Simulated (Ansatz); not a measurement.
# RuSe (rocksalt): other levels of theory at one geometry

One table from this session's results is given with a row withheld; the runs are named, their logs left out.

Method: DFT at several levels, plane waves, PAW, in Ansatz 0.2.0.

3 further runs of the same task are left out: 1 that didn't finish, 2 set aside as unsound or not needed. Runs told in other sessions of the task aren't counted.

**Starting point**

It takes space group Fm-3m (No. 225, cubic). The conventional cell has a = 5.141 Å, b = 5.141 Å, c = 5.141 Å, α = 90.00°, β = 90.00°, γ = 90.00°. Ru (site symmetry m-3m) is surrounded by 6 Se at 2.57 Å. Se (site symmetry m-3m) is surrounded by 6 Ru at 2.57 Å.

As a file:

```
CELL_PARAMETERS angstrom
0.00000 2.57041 2.57041
2.57041 0.00000 2.57041
2.57041 2.57041 0.00000
ATOMIC_POSITIONS crystal
Ru 0.50000 0.50000 0.50000
Se 0.00000 0.00000 0.00000
```

This cell comes from an earlier session at PBE: 16.983 Å³/atom at 0.13 GPa, on a 12×12×12 mesh, no gap.

Levels to run: PBE+SOC; r²SCAN; PBEsol; LDA. Hardware: 2 threads of Arm Neoverse V2, shared host.

Set-up of the first run:

Input file input.yaml:

```yaml
crystal:
  lattice:
    - [0.0, 2.5704067165, 2.5704067165]
    - [2.5704067165, 0.0, 2.5704067165]
    - [2.5704067165, 2.5704067165, 0.0]
  atoms:
    - { symbol: Ru, position: [0.5, 0.5, 0.5] }
    - { symbol: Se, position: [0.0, 0.0, 0.0] }
basis:
  ecutwfc: 420
  ecutrho_ratio: 4
kpoints:
  mp_grid: { grid: [12, 12, 12] }
hamiltonian:
  xc: pbe
scf:
  occupations: { method: gaussian, width: 0.05 }
output:
  forces: true
  stress: true
  eigenvalues: true
  populations: true
  dos: { projected: true, de: 0.02 }
  write_density: true
  write_potential: true
  elf: true
  volumetric_format: npy
magnetization:
  noncollinear: true
  spin_orbit: true
```

The run is started by

```sh
$ ansatz run input.yaml --threads 2 --pin off --max-ram 2662MiB --backend cpu --events-out ev --progress --plain --runs-dir out
```

Steps of the session up to this table: PBE+SOC; r²SCAN; PBEsol; LDA.

One table of the session follows, with a row left open; its other results are not shown here.

| level | pressure (GPa) |
| --- | --- |
| PBE | 0.1 |
| LDA | ? |
| PBEsol | -6.5 |
| PBE+SOC | 0.6 |
| r²SCAN | -1.3 |

Estimate the missing values for LDA.

As computed: pressure (GPa): -9.7. In the column «pressure (GPa)» it is the lowest.

The pressure runs from -9.7 GPa (LDA) to 0.6 GPa (PBE+SOC); a negative pressure means that level wants a smaller cell, a positive one a larger cell. Total energies of different levels have different zeros and can't be compared.
